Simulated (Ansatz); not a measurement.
# Cl2F2H2Si2: basis-set convergence

Aim: see how fast density functionals converge with the basis set for Cl2F2H2Si2.

The runs use Ansatz 0.2.0, Gaussian basis; one geometry, several basis sets.

The runs, in order: PBE0-D4/def2-SVP; ωB97M-V/def2-SVP; PBE0-D4/def2-QZVPP; ωB97M-V/def2-QZVPP; the functionals' def2-TZVPP values are taken from earlier runs.

## (1) The relaxed structure

All runs share one geometry, relaxed beforehand with PBE0-D4 in a triple-zeta def2 set.

8 atoms, charge 0, spin multiplicity 1.

Atoms are counted from 1 here; the program's logs count them from 0.

Bond lengths: F1–Si2 1.594 Å, Si2–Cl3 2.042 Å, Si2–Si4 2.347 Å, Si2–H7 1.479 Å, Si4–F5 1.594 Å, Si4–Cl6 2.042 Å, Si4–H8 1.479 Å. Angles: F1–Si2–Cl3 108.6°, F1–Si2–Si4 110.4°, F1–Si2–H7 108.2°, Cl3–Si2–Si4 106.3°, Cl3–Si2–H7 108.7°, Si4–Si2–H7 114.6°, Si2–Si4–F5 110.4°, Si2–Si4–Cl6 106.3°, Si2–Si4–H8 114.6°, F5–Si4–Cl6 108.6°, F5–Si4–H8 108.2°, Cl6–Si4–H8 108.7°.

## (2) PBE0-D4 in def2-SVP

The input, in.yaml:

```yaml
crystal:
  periodic: [false, false, false]
  atoms:
    - {symbol: F, position_ang: [-0.169506, 0.136572, -2.338539]}
    - {symbol: Si, position_ang: [0.511415, 0.500375, -0.944283]}
    - {symbol: Cl, position_ang: [0.214632, 2.487074, -0.575014]}
    - {symbol: Si, position_ang: [-0.538212, -0.660270, 0.804231]}
    - {symbol: F, position_ang: [-0.515945, -2.228377, 0.520490]}
    - {symbol: Cl, position_ang: [0.563670, -0.287856, 2.483149]}
    - {symbol: H, position_ang: [1.964600, 0.252838, -1.062689]}
    - {symbol: H, position_ang: [-1.938555, -0.257456, 1.056854]}
basis:
  gaussian: {orbitals: def2-SVP}
hamiltonian: {xc: pbe0, dispersion: d4}
output: {orbitals: {seedname: orbitals}}
```

Started as:

```sh
ansatz run in.yaml --threads 4 --pin off --events-out ev --progress --plain --max-ram 10444MiB
```

Further steps of the session: ωB97M-V in def2-SVP; PBE0-D4 in def2-QZVPP; ωB97M-V in def2-QZVPP.

Before running them: what should the planned runs give, taken together? Wanted: PBE0-D4: double and triple zeta above quadruple; ωB97M-V: double and triple zeta above quadruple.

**Answer**, as computed:

| quantity | value |
| --- | --- |
| PBE0-D4: double and triple zeta above quadruple | 23.12, 1.59 eV |
| ωB97M-V: double and triple zeta above quadruple | 23.04, 1.49 eV |

PBE0-D4 gains 21.54 eV from double to triple zeta, then 1.59 eV more. Total energies overstate the basis error of differences, where much of it tends to cancel. The LUMO of ωB97M-V is positive and keeps falling with the basis (1.08 to 0.56 eV): an unbound level that the basis holds in place.
